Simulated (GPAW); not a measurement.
# GaGe (F-43m) in GPAW: settings compared

The runs below take GaGe through single point, with PBE, PBEh(alpha).

Everything below comes from runs of GPAW 26.7.0. Logs are shortened: lines on timing, memory, paths and dates and some standing lists are left out, and cuts for length are marked. The log counts tension as positive stress, the text compression.

**1. Starting point**

It takes space group F-43m (No. 216, cubic). The conventional cell has a = 5.796 Å, b = 5.796 Å, c = 5.796 Å, α = 90.00°, β = 90.00°, γ = 90.00°. Around Ge (site symmetry -43m) lie 4 Ga at 2.51 Å. Around Ga (site symmetry -43m) lie 4 Ge at 2.51 Å.

The cell comes from a database or a generator and needn't be the stable form of this composition.

**2. Single point, PBE**

run.py

```python
from ase import Atoms
from ase.dft.bandgap import bandgap
from ase.io import write
from ase.units import GPa
from ase.parallel import parprint
from gpaw import GPAW, PW

atoms = Atoms(['Ge', 'Ga'],
              cell=[[0.0, 2.897844, 2.897844],
                    [2.897844, 0.0, 2.897844],
                    [2.897844, 2.897844, 0.0]],
              scaled_positions=[[0.0, 0.0, 0.0],
                                [0.25, 0.25, 0.25]],
              pbc=True)

calc = GPAW(mode=PW(450),
            xc='PBE',
            kpts={'size': (4, 4, 4), 'gamma': True},
            occupations={'name': 'fermi-dirac', 'width': 0.05},
            nbands=9,
            convergence={'density': 1e-05, 'energy': 1e-05},
            maxiter=60,
            txt='gpaw.txt')
atoms.calc = calc
energy = atoms.get_potential_energy()
forces = atoms.get_forces()
stress = atoms.get_stress()
calc.write('gs.gpw')
write('result.traj', atoms)
parprint(f'Energy: {energy:.6f} eV')
parprint('Forces (eV/A):')
parprint(forces.round(4))
parprint('Stress (GPa):', (stress / GPa).round(3))
parprint('Fermi level:', round(calc.get_fermi_level(), 4), 'eV')
parprint(f'Gap: {bandgap(calc)[0]:.4f} eV, direct: {bandgap(calc, direct=True)[0]:.4f} eV')
```

Potentials or basis: GPAW PAW data sets (gpaw-data 1.2.1), pw.

Command:

```console
OMP_NUM_THREADS=1 mpirun -n 4 gpaw python run.py
```

gpaw.txt:

```text
__  _  _
 | _ |_)|_||  |
 |__||  | ||/\| - 26.7.0

Input parameters:
  mode=PW(ecut=450.00000000000006),
  convergence={'density': 1e-05, 'energy': 1e-05},
  kpts=MonkhorstPack(size=(4, 4, 4), gamma=True),
  maxiter=60,
  nbands=9,
  occupations=Occupations(name='fermi-dirac', width=0.05),
  xc=XC(name='PBE')

Diagonalizing LCAO Hamiltonian
Converting LCAO to pw mode

           Ga

       Ge

Atoms  # Å, Bohr magnetons
|   | symbol |        x |        y |        z |    initial magnetic moments |
|---|--------|----------|----------|----------|-----------------------------|
| 0 |     Ge | 0.000000 | 0.000000 | 0.000000 | ( 0.0000,  0.0000,  0.0000) |
| 1 |     Ga | 1.448922 | 1.448922 | 1.448922 | ( 0.0000,  0.0000,  0.0000) |

Unit cell  # Å
| periodic |        x |        y |        z |  lengths |    angles |
|----------|----------|----------|----------|----------|-----------|
|      yes | 0.000000 | 2.897844 | 2.897844 | 4.098170 | 60.000000 |
|      yes | 2.897844 | 0.000000 | 2.897844 | 4.098170 | 60.000000 |
|      yes | 2.897844 | 2.897844 | 0.000000 | 4.098170 | 60.000000 |

Number of symmetries: 24
Symmetry operations  # r_c * U_cc + t_c -> r_c
|    | kind |            matrix            |
|----|------|------------------------------|
|  0 |  E   |  1, 0, 0,  0, 1, 0,  0, 0, 1 |
|  1 |  σ   |  1, 0, 0,  0, 0, 1,  0, 1, 0 |
|  2 |  σ   |  1, 0,-1,  0, 1,-1,  0, 0,-1 |
|  3 |  C3  |  1, 0,-1,  0, 0,-1,  0, 1,-1 |
|  4 |  C3  |  1,-1, 0,  0,-1, 1,  0,-1, 0 |
|  5 |  σ   |  1,-1, 0,  0,-1, 0,  0,-1, 1 |
|  6 |  σ   |  0, 1, 0,  1, 0, 0,  0, 0, 1 |
|  7 |  C3  |  0, 1, 0,  0, 0, 1,  1, 0, 0 |
|  8 |  C2  |  0, 1,-1,  1, 0,-1,  0, 0,-1 |
|  9 |  S4  |  0, 1,-1,  0, 0,-1,  1, 0,-1 |
| 10 |  C3  |  0, 0, 1,  1, 0, 0,  0, 1, 0 |
| 11 |  σ   |  0, 0, 1,  0, 1, 0,  1, 0, 0 |
| 12 |  S4  |  0, 0,-1,  1, 0,-1,  0, 1,-1 |
| 13 |  C3  |  0, 0,-1,  0, 1,-1,  1, 0,-1 |
| 14 |  S4  |  0,-1, 1,  1,-1, 0,  0,-1, 0 |
| 15 |  C2  |  0,-1, 1,  0,-1, 0,  1,-1, 0 |
| 16 |  C3  |  0,-1, 0,  1,-1, 0,  0,-1, 1 |
| 17 |  S4  |  0,-1, 0,  0,-1, 1,  1,-1, 0 |
| 18 |  S4  | -1, 1, 0, -1, 0, 1, -1, 0, 0 |
| 19 |  C3  | -1, 1, 0, -1, 0, 0, -1, 0, 1 |
| 20 |  C3  | -1, 0, 1, -1, 1, 0, -1, 0, 0 |
| 21 |  S4  | -1, 0, 1, -1, 0, 0, -1, 1, 0 |
| 22 |  σ   | -1, 0, 0, -1, 1, 0, -1, 0, 1 |
| 23 |  C2  | -1, 0, 0, -1, 0, 1, -1, 1, 0 |

BZ-sampling:
  Number of BZ points: 64
  Number of IBZ points: 8

  Monkhorst-Pack size: [4, 4, 4]
  Monkhorst-Pack shift: [0.125, 0.125, 0.125]

K-points  # in reciprocal-cell coordinates
|   |                                coordinates |     weight |
|---|--------------------------------------------|------------|
| 0 | (  0.00000000,   0.00000000,   0.00000000) | 0.01562500 |
| 1 | (  0.25000000,   0.25000000,   0.00000000) | 0.09375000 |
| 2 | (  0.25000000,   0.25000000,   0.25000000) | 0.12500000 |
| 3 | (  0.50000000,   0.25000000,  -0.25000000) | 0.09375000 |
| 4 | (  0.50000000,   0.25000000,   0.25000000) | 0.18750000 |
| 5 | (  0.50000000,   0.50000000,   0.00000000) | 0.04687500 |
| 6 | (  0.50000000,   0.50000000,   0.25000000) | 0.37500000 |
| 7 | (  0.50000000,   0.50000000,   0.50000000) | 0.06250000 |

Plane wave coefficients: 1067
Cutoff: 450.00000000000006 eV

Spin-components: 1 (collinear spins)
Bands:           9
Projectors:      10
Spin-degeneracy: 2
Datatype:        complex128

Parallelization:
  kpt:    4
  domain: 1
  band:   1

Density:
  Valence electrons: 7.0
  Components: 1
  Grid points: [21 21 21]
  Charge: 0.0  # |e|

Potential:
  Grid points: [21 21 21]

species:
  Ge:
    name:    Germanium
    Z:       32.0
    valence: 4
    core:    28
    charge:  0.0  # [|e|]
    compensation charges:
      type: gauss
      rc: 0.32  # [Å]
      lmax: 2
    cutoffs:
      filter: 1.77  # [Å]
      core: 3.42  # [Å]
    projectors
    | kind |    occ | energy [eV] | rcut [Å] |
    |------|--------|-------------|----------|
    |   4s |  2.000 |     -11.726 |    1.005 |
    |   4p |  2.000 |      -3.896 |    1.005 |
    |    s |        |      15.485 |    1.005 |
    |    p |        |      23.315 |    1.005 |
    |    d |        |       0.000 |    1.005 |

    Using partial waves for Ge as LCAO basis

  Ga:
    name:    Gallium
    Z:       31.0
    valence: 3
    core:    28
    charge:  0.0  # [|e|]
    compensation charges:
      type: gauss
      rc: 0.37  # [Å]
      lmax: 2
    cutoffs:
      filter: 2.06  # [Å]
      core: 4.17  # [Å]
    projectors
    | kind |    occ | energy [eV] | rcut [Å] |
    |------|--------|-------------|----------|
    |   4s |  2.000 |      -8.945 |    1.164 |
    |   4p |  1.000 |      -2.580 |    1.164 |
    |    s |        |      18.266 |    1.164 |
    |    p |        |      24.631 |    1.164 |
    |    d |        |       0.000 |    1.164 |

    Using partial waves for Ga as LCAO basis

Reference energy: -109982.309381  # eV

eigensolver:
  PPCG
  Converge bands: occupied
  niter=2

density mixing:
  MSR1-Mixer
  Pratt-step length: 0.05
  Maximum mixing coefficient: 0.75
  Old densities: 10
  SVD Regularization: 0.005
  Good broyden scale: 1.0
  Trust region scale: 1.0
  Backstep threshold: 4.0
  History deletion threshold: 6.0
  Fourier metric: weight=20.0, sigma=0.015

occupation numbers:
  Fermi-Dirac:
    width: 0.0500  # eV

poisson solver:
  ecut: 3600.0000000000005  # eV

xc functional:
  name: PBE with 2 nearest neighbor stencil

convergence criteria:
- Maximum integral of absolute [dens]ity change: 1e-05 electrons / valence electron
- Maximum [total energy] change in last 3 cyles: 1e-05 eV / valence electron
- Maximum integral of absolute [eigenst]ate change: 4e-08 eV^2 / valence electron
maximum number of iterations: 60

SCF iterations
|iter     | |      energy | eigst |  dens |
|---------|-|-------------|-------|-------|
|iter:   1| |   -7.055567 | -0.60 |       |
|iter:   2| |   -7.057266 | -2.90 | -0.98 |
|iter:   3| |   -7.066803 | -3.03 | -1.01 |
|iter:   4| |   -7.068802 | -3.90 | -1.55 |
|iter:   5| |   -7.068891 | -5.34 | -2.48 |
|iter:   6| |   -7.068910 | -6.33 | -2.88 |
|iter:   7| |   -7.068910c| -8.05c| -3.98 |
|iter:   8| |   -7.068910c| -8.18c| -4.75 |
|iter:   9| |   -7.068910c| -8.81c| -5.39c|

Converged in 9 steps
Energy contributions relative to reference atoms: (reference = -109982.309381)

Energy contributions:
  Kinetic:          19.136003
  Coulomb:         -16.697747
  Zero:              0.024593
  External:          0.000000
  Xc:               -9.522968
  Entropy:          -0.017582
  Spinorbit:         0.000000
  ----------------------------
  Free energy:      -7.077701
  Extrapolated:     -7.068910

dipole moment: (-21.875244, -21.875244, -21.875244)  # |e|*Ang

Fermi level: 4.081
Eigenvalues  # (at kpt = [0.000, 0.000, 0.000])
| band index |      eig [eV] | occ [0-2] |
|------------|---------------|-----------|
|          0 |        -6.717 |     2.000 |
|          1 |         5.489 |     0.000 |
|          2 |         5.489 |     0.000 |
|          3 |         5.489 |     0.000 |
|          4 |         5.930 |     0.000 |
|          5 |         8.172 |     0.000 |
|          6 |         8.172 |     0.000 |
|          7 |         8.172 |     0.000 |
|          8 |        11.547 |     0.000 |

No gap
No difference between direct/indirect transitions

Forces  # eV/Ang
|       x |        y |        z |
|---------|----------|----------|
| 0.00000 | -0.00000 | -0.00000 |  # Ge   0
| 0.00000 |  0.00000 |  0.00000 |  # Ga   1

Stress tensor  # eV/Ang^3
|         x |         y |         z |
|-----------|-----------|-----------|
| -0.001279 |  0.000000 |  0.000000 |
|  0.000000 | -0.001279 |  0.000000 |
|  0.000000 |  0.000000 | -0.001279 |

# Writing to gs.gpw (mode='')
```

Run time: 3.5 s. Hardware: 4 MPI ranks of Arm Neoverse V1, shared host; peak memory 0.16 GiB.

Results:

```
Free energy            : -7.0777 eV
Pressure               : 0.2 GPa
Band gap on the k mesh : none (metal or under the smearing width)
```

Caveat: the k mesh is coarse (spacing up to 0.47 Å⁻¹), so the values aren't converged; the cutoff is short for stress and forces, so pressures can be off by a GPa or more.

**3. Single point, PBEh(alpha)**

run.py: that of step 2 with these lines changed.

```diff
@@ -3,3 +3,2 @@
 from ase.io import write
-from ase.units import GPa
 from ase.parallel import parprint
@@ -16,3 +15,3 @@
 calc = GPAW(mode=PW(450),
-            xc='PBE',
+            xc={'name': '0.900_GGA_X_PBE+1.0_GGA_C_PBE', 'fraction': 0.1, 'omega': 0.0, 'backend': 'pw'},
             kpts={'size': (4, 4, 4), 'gamma': True},
@@ -25,4 +24,2 @@
 energy = atoms.get_potential_energy()
-forces = atoms.get_forces()
-stress = atoms.get_stress()
 calc.write('gs.gpw')
@@ -30,5 +27,2 @@
 parprint(f'Energy: {energy:.6f} eV')
-parprint('Forces (eV/A):')
-parprint(forces.round(4))
-parprint('Stress (GPa):', (stress / GPa).round(3))
 parprint('Fermi level:', round(calc.get_fermi_level(), 4), 'eV')
```

Potentials or basis: GPAW PAW data sets (gpaw-data 1.2.1), pw.

Command:

```console
OMP_NUM_THREADS=1 mpirun -n 4 gpaw python run.py
```

gpaw.txt:

```text
__  _  _
 | _ |_)|_||  |
 |__||  | ||/\| - 26.7.0

Input parameters:
  mode=PW(ecut=450.00000000000006),
  convergence={'density': 1e-05, 'energy': 1e-05},
  kpts=MonkhorstPack(size=(4, 4, 4), gamma=True),
  maxiter=60,
  nbands=9,
  occupations=Occupations(name='fermi-dirac', width=0.05),
  xc=XC(name='0.900_GGA_X_PBE+1.0_GGA_C_PBE', fraction=0.1, omega=0.0, backend='pw')

Diagonalizing LCAO Hamiltonian
Converting LCAO to pw mode

           Ga

       Ge

Atoms  # Å, Bohr magnetons
|   | symbol |        x |        y |        z |    initial magnetic moments |
|---|--------|----------|----------|----------|-----------------------------|
| 0 |     Ge | 0.000000 | 0.000000 | 0.000000 | ( 0.0000,  0.0000,  0.0000) |
| 1 |     Ga | 1.448922 | 1.448922 | 1.448922 | ( 0.0000,  0.0000,  0.0000) |

Unit cell  # Å
| periodic |        x |        y |        z |  lengths |    angles |
|----------|----------|----------|----------|----------|-----------|
|      yes | 0.000000 | 2.897844 | 2.897844 | 4.098170 | 60.000000 |
|      yes | 2.897844 | 0.000000 | 2.897844 | 4.098170 | 60.000000 |
|      yes | 2.897844 | 2.897844 | 0.000000 | 4.098170 | 60.000000 |

Number of symmetries: 24
Symmetry operations  # r_c * U_cc + t_c -> r_c
|    | kind |            matrix            |
|----|------|------------------------------|
|  0 |  E   |  1, 0, 0,  0, 1, 0,  0, 0, 1 |
|  1 |  σ   |  1, 0, 0,  0, 0, 1,  0, 1, 0 |
|  2 |  σ   |  1, 0,-1,  0, 1,-1,  0, 0,-1 |
|  3 |  C3  |  1, 0,-1,  0, 0,-1,  0, 1,-1 |
[... 130 lines left out ...]

occupation numbers:
  Fermi-Dirac:
    width: 0.0500  # eV

poisson solver:
  ecut: 3600.0000000000005  # eV

xc functional:
  name: 0.900_GGA_X_PBE+1.0_GGA_C_PBE with 2 nearest neighbor stencil

convergence criteria:
- Maximum integral of absolute [dens]ity change: 1e-05 electrons / valence electron
- Maximum [total energy] change in last 3 cyles: 1e-05 eV / valence electron
- Maximum integral of absolute [eigenst]ate change: 4e-08 eV^2 / valence electron
maximum number of iterations: 60

IBZ(<points: 8, symmetries: 24>)
Occupied bands: 4
SCF iterations
|iter     | |      energy | eigst |  dens |
|---------|-|-------------|-------|-------|
|iter:   1| | -421.801323 | -0.45 |       |
|iter:   2| |   -7.525216 | -1.40 | -0.97 |
|iter:   3| |   -7.576761 | -2.63 | -0.98 |
|iter:   4| |   -7.600202 | -3.38 | -1.22 |
|iter:   5| |   -7.555451 | -3.23 | -1.15 |
|iter:   6| |   -7.526237 | -2.65 | -1.35 |
|iter:   7| |   -7.526871 | -3.98 | -2.80 |
|iter:   8| |   -7.526863 | -5.93 | -3.01 |
|iter:   9| |   -7.526864c| -6.47 | -3.63 |
|iter:  10| |   -7.526864c| -7.43c| -3.60 |
|iter:  11| |   -7.526864c| -7.55c| -3.90 |
|iter:  12| |   -7.526864c| -9.01c| -4.58 |
|iter:  13| |   -7.526864c| -9.28c| -4.70 |
|iter:  14| |   -7.526864c|-11.01c| -5.39c|

Converged in 14 steps
Energy contributions relative to reference atoms: (reference = -109982.309381)

Energy contributions:
  Kinetic:          13.994242
  Coulomb:         -11.804456
  Zero:             -0.052567
  External:          0.000000
  Xc:              405.043746
  Entropy:          -0.013795
  Spinorbit:         0.000000
  Hybrid_Xc_Cc:      -408.271862
  Hybrid_Xc_Vc:        -2.032561
  Hybrid_Xc_Vv:        -4.396508
  ----------------------------
  Free energy:      -7.533761
  Extrapolated:     -7.526864

dipole moment: (-21.849629, -21.849629, -21.849629)  # |e|*Ang

Fermi level: 3.988
Eigenvalues  # (at kpt = [0.000, 0.000, 0.000])
| band index |      eig [eV] | occ [0-2] |
|------------|---------------|-----------|
|          0 |        -7.495 |     2.000 |
|          1 |         5.604 |     0.000 |
|          2 |         5.604 |     0.000 |
|          3 |         5.604 |     0.000 |
|          4 |         6.216 |     0.000 |
|          5 |         8.454 |     0.000 |
|          6 |         8.454 |     0.000 |
|          7 |         8.454 |     0.000 |
|          8 |        11.869 |     0.000 |

No gap
No difference between direct/indirect transitions
# Writing to gs.gpw (mode='')
```

stdout:

```text
Energy: -7.526864 eV
Fermi level: 3.9882 eV
Gap: 0.0000 eV, direct: 0.0000 eV
```

Run time: 3.8 min. Hardware: 4 MPI ranks of Arm Neoverse V1, shared host; peak memory 0.17 GiB.

What came out:

```
Free energy            : -7.5338 eV
Band gap on the k mesh : none (metal or under the smearing width)
```

Caveat: the k mesh is coarse (spacing up to 0.47 Å⁻¹), so the values aren't converged; exact exchange converges slowly with the k mesh, and this mesh is small; the PAW data sets were made with another functional, which shifts forces and pressure a little.

**4. Single point, PBEh(alpha)**

run.py: that of step 3 with these lines changed.

```diff
@@ -15,3 +15,3 @@
 calc = GPAW(mode=PW(450),
-            xc={'name': '0.900_GGA_X_PBE+1.0_GGA_C_PBE', 'fraction': 0.1, 'omega': 0.0, 'backend': 'pw'},
+            xc={'name': '0.800_GGA_X_PBE+1.0_GGA_C_PBE', 'fraction': 0.2, 'omega': 0.0, 'backend': 'pw'},
             kpts={'size': (4, 4, 4), 'gamma': True},
```

Command:

```console
OMP_NUM_THREADS=1 mpirun -n 4 gpaw python run.py
```

Run time: 4.3 min. Hardware: 4 MPI ranks of Arm Neoverse V1, shared host; peak memory 0.17 GiB.

It converged, with:

* Free energy: -8.0135 eV
* Band gap on the k mesh: none (metal or under the smearing width)

Levels at points of the mesh, in eV from the Fermi level:
```csv
k point,band 1,band 2,band 3,band 4,band 5
"(0.00, 0.00, 0.00)",-12.15,1.84,1.84,1.84,2.64
"(0.50, 0.50, 0.00)",-8.89,-6.97,-2.03,-2.03,2.63
"(0.50, 0.50, 0.50)",-10.05,-6.51,0.34,0.34,2.48
```

Caveat: the k mesh is coarse (spacing up to 0.47 Å⁻¹), so the values aren't converged; exact exchange converges slowly with the k mesh, and this mesh is small; the PAW data sets were made with another functional, which shifts forces and pressure a little.

**5. The runs side by side**

| level | exact-exchange share | gap on the mesh (eV) |
| --- | --- | --- |
| PBE | - | none |
| PBEh(alpha) | 0.1 | none |
| PBEh(alpha) | 0.2 | none |

Alike in all rows: task single point; potentials or basis GPAW PAW data sets (gpaw-data 1.2.1), pw; no spin polarisation; cell as given; k mesh 4 × 4 × 4; cutoff (eV) 450; smearing fermi-dirac 0.05 eV; the mesh is coarse, so values aren't converged.

Caveats: all runs use coarse meshes; exact exchange converges slowly with the k mesh, and this mesh is small (some runs); the PAW data sets were made with another functional, which shifts forces and pressure a little (some runs); the cutoff is short for stress and forces, so pressures can be off by a GPa or more (some runs).

Total energies depend on the potentials used, so only differences within one code and one set of settings carry meaning.
